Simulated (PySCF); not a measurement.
**Mo₃: structure of the singlet**

Where does singlet Mo₃ go from a obtuse triangle start, is the end point a minimum, and what are its modes, charges and moments?

Program: PySCF 2.14.0. Level of theory: PBE0, basis Mo def2-TZVP with ECP28, scalar-relativistic core potentials, no spin–orbit coupling, density fitting. These are calculated values, not measurements.

### 1 Where the work starts

3 atoms, charge 0, spin multiplicity 1.

Bond lengths: Mo1–Mo2 2.716 Å, Mo1–Mo3 2.716 Å. Angles: Mo2–Mo1–Mo3 104.9°.

```xyz
3
charge 0 multiplicity 1
Mo    0.0000    0.0000    0.0000
Mo    2.1528    1.6560    0.0000
Mo   -2.1528    1.6560    0.0000
```

### 2 First SCF at the start

The steps below are one call of a driver around PySCF. For each, scf.py gives the equivalent set-up of the SCF; relaxations use the driver's own optimiser. After this first run the driver tries any further starts and a stability analysis.

scf.py

```python
from pyscf import gto, scf, dft
mol = gto.M(atom='''
Mo     0.000000     0.000000     0.000000
Mo     2.152800     1.656000     0.000000
Mo    -2.152800     1.656000     0.000000''',
    basis={'Mo': 'def2-TZVP'},
    ecp={'Mo': 'def2-TZVP'},
    charge=0, spin=0)
mf = dft.RKS(mol, xc='PBE0')
mf.grids.atom_grid = (50, 194)
aux = {'Mo': 'def2-universal-JKFIT'}
mf = mf.density_fit(auxbasis=aux)
mf.conv_tol = 1e-08
mf.diis_space = 10
mf.max_cycle = 60
mf.init_guess = 'minao'
mf.verbose = 4
mf.kernel()
```

Run with:

```
OMP_NUM_THREADS=2 python axn.py task.json out
```

What it wrote:

```text
init E= -184.818187789317
  HOMO = -0.68633092565246  LUMO = -0.684974508126542  gap/eV = 0.03691
cycle= 1 E= -201.767463722893  delta_E= -16.9  |g|= 3.02  |ddm|= 6.43
  HOMO = -0.113449290349203  LUMO = -0.109954902228801  gap/eV = 0.09509
cycle= 2 E= -193.436434027849  delta_E= 8.33  |g|= 5.33  |ddm|= 5.31
  HOMO = -0.0483505321946968  LUMO = -0.0462269062817609  gap/eV = 0.05779
cycle= 3 E= -203.477142699723  delta_E=  -10  |g|= 1.39  |ddm|= 4.61
  HOMO = -0.202995267502752  LUMO = -0.195120029886991  gap/eV = 0.21430
cycle= 4 E= -203.113492446907  delta_E= 0.364  |g|= 2.11  |ddm|= 3.22
  HOMO = -0.118538306240136  LUMO = -0.115442180928288  gap/eV = 0.08425
cycle= 5 E= -203.27889885772  delta_E= -0.165  |g|= 1.92  |ddm|= 2.08
cycle= 6 E= -204.041783103654  delta_E= -0.763  |g|= 0.178  |ddm|= 0.936
  HOMO = -0.128918810017667  LUMO = -0.102794511407627  gap/eV = 0.71088
cycle= 7 E= -204.012370822433  delta_E= 0.0294  |g|= 0.481  |ddm|= 0.511
  HOMO = -0.130154386528744  LUMO = -0.100151435027562  gap/eV = 0.81642
cycle= 8 E= -203.891205731282  delta_E= 0.121  |g|= 0.858  |ddm|= 0.523
  HOMO = -0.129493178458784  LUMO = -0.100840572683477  gap/eV = 0.77968
cycle= 9 E= -204.05048685809  delta_E= -0.159  |g|= 0.252  |ddm|= 0.482
  HOMO = -0.136216183832522  LUMO = -0.104593668424803  gap/eV = 0.86049
cycle= 10 E= -204.06604959552  delta_E= -0.0156  |g|= 0.0694  |ddm|= 0.209
  HOMO = -0.141111598049812  LUMO = -0.106418869212294  gap/eV = 0.94404
cycle= 11 E= -204.070020601213  delta_E= -0.00397  |g|= 0.0633  |ddm|= 0.216
  HOMO = -0.142115488095028  LUMO = -0.106653461138497  gap/eV = 0.96497
cycle= 12 E= -204.07220554176  delta_E= -0.00218  |g|= 0.0231  |ddm|= 0.0888
  HOMO = -0.148480902921101  LUMO = -0.109702012163892  gap/eV = 1.05523
cycle= 13 E= -204.076197876697  delta_E= -0.00399  |g|= 0.0261  |ddm|= 0.314
  HOMO = -0.150538263526494  LUMO = -0.110531945758051  gap/eV = 1.08863
cycle= 14 E= -204.077358711952  delta_E= -0.00116  |g|= 0.0132  |ddm|= 0.139
  HOMO = -0.149739220699938  LUMO = -0.110047677057452  gap/eV = 1.08006
cycle= 15 E= -204.077894444555  delta_E= -0.000536  |g|= 0.0131  |ddm|= 0.103
  HOMO = -0.149835166384246  LUMO = -0.110014895585596  gap/eV = 1.08356
cycle= 16 E= -204.078113479994  delta_E= -0.000219  |g|= 0.00799  |ddm|= 0.0373
  HOMO = -0.150293865993211  LUMO = -0.110180988573812  gap/eV = 1.09153
cycle= 17 E= -204.078232076358  delta_E= -0.000119  |g|= 0.0105  |ddm|= 0.0274
  HOMO = -0.150741879948357  LUMO = -0.110365775988379  gap/eV = 1.09869
cycle= 18 E= -204.07808521773  delta_E= 0.000147  |g|= 0.0126  |ddm|= 0.0384
  HOMO = -0.151041988676582  LUMO = -0.110518340550036  gap/eV = 1.10270
cycle= 19 E= -204.077863317908  delta_E= 0.000222  |g|= 0.00429  |ddm|= 0.105
  HOMO = -0.15067496929328  LUMO = -0.110460660305362  gap/eV = 1.09429
cycle= 20 E= -204.077867196994  delta_E= -3.88e-06  |g|= 0.0049  |ddm|= 0.0197
  HOMO = -0.150335793070238  LUMO = -0.110483831926279  gap/eV = 1.08443
cycle= 21 E= -204.077879900957  delta_E= -1.27e-05  |g|= 0.00365  |ddm|= 0.0382
  HOMO = -0.150355389575651  LUMO = -0.110603808941141  gap/eV = 1.08170
cycle= 22 E= -204.077905010755  delta_E= -2.51e-05  |g|= 0.00316  |ddm|= 0.0239
  HOMO = -0.150392454266957  LUMO = -0.110723236492538  gap/eV = 1.07945
cycle= 23 E= -204.077912018993  delta_E= -7.01e-06  |g|= 0.00087  |ddm|= 0.0186
  HOMO = -0.150396840433206  LUMO = -0.110755888285536  gap/eV = 1.07869
cycle= 24 E= -204.077913872638  delta_E= -1.85e-06  |g|= 0.000379  |ddm|= 0.00714
  HOMO = -0.150315834196676  LUMO = -0.110749207652636  gap/eV = 1.07666
cycle= 25 E= -204.077914697196  delta_E= -8.25e-07  |g|= 0.000377  |ddm|= 0.00573
  HOMO = -0.150280278086002  LUMO = -0.110758414123179  gap/eV = 1.07544
cycle= 26 E= -204.077915120582  delta_E= -4.23e-07  |g|= 0.000328  |ddm|= 0.0035
  HOMO = -0.150239965172344  LUMO = -0.110754605050247  gap/eV = 1.07445
cycle= 27 E= -204.077915303852  delta_E= -1.83e-07  |g|= 0.000184  |ddm|= 0.00266
  HOMO = -0.150202562110874  LUMO = -0.110745526188414  gap/eV = 1.07368
cycle= 28 E= -204.077915415502  delta_E= -1.12e-07  |g|= 0.000126  |ddm|= 0.00204
  HOMO = -0.150155641305469  LUMO = -0.110731454902973  gap/eV = 1.07279
cycle= 29 E= -204.077915514196  delta_E= -9.87e-08  |g|= 0.000102  |ddm|= 0.00263
  HOMO = -0.150136093596206  LUMO = -0.110728425999488  gap/eV = 1.07234
cycle= 30 E= -204.07791554992  delta_E= -3.57e-08  |g|= 0.000106  |ddm|= 0.0015
  HOMO = -0.150134604877116  LUMO = -0.110730039725184  gap/eV = 1.07225
cycle= 31 E= -204.077915558623  delta_E= -8.7e-09  |g|= 3.78e-05  |ddm|= 0.00041
  HOMO = -0.150126635907503  LUMO = -0.110724192025573  gap/eV = 1.07220
Extra cycle  E= -204.077915544803  delta_E= 1.38e-08  |g|= 0.000251  |ddm|= 0.000285
converged SCF energy = -204.077915544803
```

This step, with its further starts and checks, ran for 47 s (2 threads, shared host).

Energies from each starting density:

| start | energy (Eh) |
| --- | --- |
| the minimal-basis guess | -204.077916 |
| a thermally smeared density | -204.120105 |
| a smeared PBE density | -204.118238 |

The first run landed in a state that is too high. Following the other starts and the instabilities gains 110.8 kJ/mol (-204.12010 Eh), and the work goes on from there.

### 3 Obtuse triangle start, singlet: relaxation

The program finds C2v symmetry in the start, which this walk keeps. Threshold on the gradient: 0.0003 Eh/bohr, with a further test on the energy change.

scf.py, as its differences from that of step 2:

```diff
@@ -3,3 +3,3 @@
-Mo     0.000000     0.000000     0.000000
-Mo     2.152800     1.656000     0.000000
-Mo    -2.152800     1.656000     0.000000''',
+Mo     0.000000    -1.104000     0.000000
+Mo     2.152800     0.552000     0.000000
+Mo    -2.152800     0.552000    -0.000000''',
@@ -16 +15,0 @@
-mf.init_guess = 'minao'
```

Energy and gradient, step by step:

| step | energy (Eh) | change (kJ/mol) | largest symmetric gradient (Eh/bohr) |
| --- | --- | --- | --- |
| 0 | -204.120105 | 0.00 | 0.11889 |
| 1 | -204.211092 | -238.89 | 0.10197 |
| 2 | -204.294164 | -456.99 | 0.06704 |
| 3 | -204.316360 | -515.27 | 0.03479 |
| 4 | -204.339578 | -576.23 | 0.05854 |
| 5 | -204.344691 | -589.65 | 0.01475 |
| 6 | -204.345043 | -590.58 | 0.00626 |
| 7 | -204.345218 | -591.04 | 0.00189 |
| 8 | -204.345226 | -591.06 | 0.00067 |
| 9 | -204.345227 | -591.06 | 0.00003 |

The walk took 38 s.

Geometry (Å) and forces (eV/Å) at some steps:

```
step 0
Mo   0.000  -1.104   0.000  -0.001   6.113   0.000
Mo   2.153   0.552   0.000  -4.672  -3.057   0.000
Mo  -2.153   0.552   0.000   4.673  -3.057   0.000
step 1
Mo   0.000  -0.964   0.000   0.000   5.244   0.000
Mo   2.028   0.482   0.000  -4.923  -2.622   0.000
Mo  -2.028   0.482   0.000   4.923  -2.622   0.000
step 5
Mo   0.000  -1.050   0.000   0.000   0.759   0.000
Mo   1.448   0.525   0.000  -0.578  -0.379   0.000
Mo  -1.448   0.525   0.000   0.578  -0.379   0.000
step 9
Mo   0.000  -1.047   0.000   0.000  -0.001   0.000
Mo   1.427   0.523   0.000   0.001   0.001   0.001
Mo  -1.427   0.523   0.000  -0.001   0.000  -0.001
```

After 9 steps and 591.1 kJ/mol it ends at C2v: Mo–Mo 2.121 Å (×2), Mo–Mo 2.853 Å; Mo–Mo–Mo 47.7° (×2), Mo–Mo–Mo 84.5°.

### 4 Vibrations and properties at this point

On the finer grid the gradient is checked again; gradients at displacements of ±0.02 bohr then give force constants and infrared intensities.

scf.py, as its differences from that of step 3:

```diff
@@ -3,3 +3,3 @@
-Mo     0.000000    -1.104000     0.000000
-Mo     2.152800     0.552000     0.000000
-Mo    -2.152800     0.552000    -0.000000''',
+Mo    -0.000000    -1.048913     0.000000
+Mo     1.423675     0.524456    -0.000000
+Mo    -1.423675     0.524456    -0.000000''',
@@ -10 +10 @@
-mf.grids.atom_grid = (50, 194)
+mf.grids.atom_grid = (75, 302)
@@ -13 +13 @@
-mf.conv_tol = 1e-08
+mf.conv_tol = 1e-10
```

This SCF starts from the last density.

Log of the central SCF (cycles and frontier levels):

```text
init E= -204.344903166972
  HOMO = -0.152134220998071  LUMO = -0.090511741067381  gap/eV = 1.67683
cycle= 1 E= -204.344903166951  delta_E= 2.03e-11  |g|= 1.31e-05  |ddm|= 1.6e-05
  HOMO = -0.152135070440232  LUMO = -0.0905133001138312  gap/eV = 1.67681
cycle= 2 E= -204.344903165426  delta_E= 1.53e-09  |g|= 9.01e-05  |ddm|= 7.91e-05
  HOMO = -0.152134444826116  LUMO = -0.0905120635158259  gap/eV = 1.67683
cycle= 3 E= -204.344903167  delta_E= -1.57e-09  |g|= 2.14e-06  |ddm|= 6.85e-05
  HOMO = -0.152134390354421  LUMO = -0.0905120076926806  gap/eV = 1.67683
cycle= 4 E= -204.344903167006  delta_E= -6.48e-12  |g|= 1.97e-06  |ddm|= 5.79e-06
  HOMO = -0.152134379797333  LUMO = -0.0905120054238115  gap/eV = 1.67683
Extra cycle  E= -204.344903167013  delta_E= -6.88e-12  |g|= 8.58e-06  |ddm|= 1.85e-05
converged SCF energy = -204.344903167013
```

The whole step took 63 s.

Geometry: C2v; Mo–Mo 2.122 Å (×2), Mo–Mo 2.847 Å; Mo–Mo–Mo 47.9° (×2), Mo–Mo–Mo 84.3°.

Modes, for the most abundant isotopes:

| symmetry | ω (cm⁻¹) | IR (km/mol) | μ (u) |
| --- | --- | --- | --- |
| a1 | 195 | 4.0 | 97.91 |
| b2 | 247 | 1.2 | 97.91 |
| a1 | 443 | 3.4 | 97.91 |

No imaginary mode, so this is a minimum.

Properties at this point:

* Dipole moment: 0.14 D
* Highest occupied level: -4.14 eV
* Lowest empty level: -2.46 eV
* Rotational constants: 0.1043, 0.04248, 0.03019 cm⁻¹
* Zero-point energy: 5.3 kJ/mol
* Principal polarisabilities: 154.3, 175.4, 207.5 bohr³
* Atomisation energy without zero-point energy: 84 kJ/mol
* Principal traceless quadrupole moments about the centre of mass: -8.24, 1.70, 6.53 D Å
* Entropy at 298.15 K and 1 bar: 314.7 J/(mol K)
* Heat capacity Cp at 298.15 K: 54.1 J/(mol K)
* Enthalpy at 298.15 K above 0 K: 13.41 kJ/mol
* Rotational symmetry number: 2

Populations by atom (charges in e):

| atom | Mulliken | Löwdin | polar tensor | Mayer order to Mo1 |
| --- | --- | --- | --- | --- |
| Mo1 | 0.00 | -0.15 | -0.13 | – |
| Mo2,3 | 0.00 | 0.07 | 0.07 | 3.19 |

Mulliken populations on Mo1 (outside its core potential): s 2.78, p 6.36, d 4.82, f 0.04.

### 5 Would spin polarisation lower it?

At the lowest minimum the closed shell is tested against spin polarisation, on the (50, 194) grid. It is unstable: an open-shell solution lies lower. That solution was not followed to a minimum here.

### 6 Results

| quantity | value |
| --- | --- |
| minimum | singlet, C2v (closed shell, unstable towards spin polarisation) |
| geometry | Mo–Mo 2.122 Å (×2), Mo–Mo 2.847 Å; Mo–Mo–Mo 47.9° (×2), Mo–Mo–Mo 84.3° |
| wavenumbers (cm⁻¹) | 195 (a1), 247 (b2), 443 (a1) |
| dipole moment | 0.14 D |
| highest occupied, lowest empty level | -4.14, -2.46 eV |
| polar-tensor charge of Mo1 | -0.13 e |
| zero-point energy | 5.3 kJ/mol |

What this shows: The molecule stays C2v, as typed, and the end point is a minimum. In the infrared the band at 195 cm⁻¹ (a1) leads. The first SCF alone would have been 111 kJ/mol too high. Only this shape and spin were tried, so other structures or states may lie lower. The closed shell proved unstable towards spin polarisation, so a lower open-shell solution exists.

The search up to here ran for 2.5 min (2 threads, shared host).
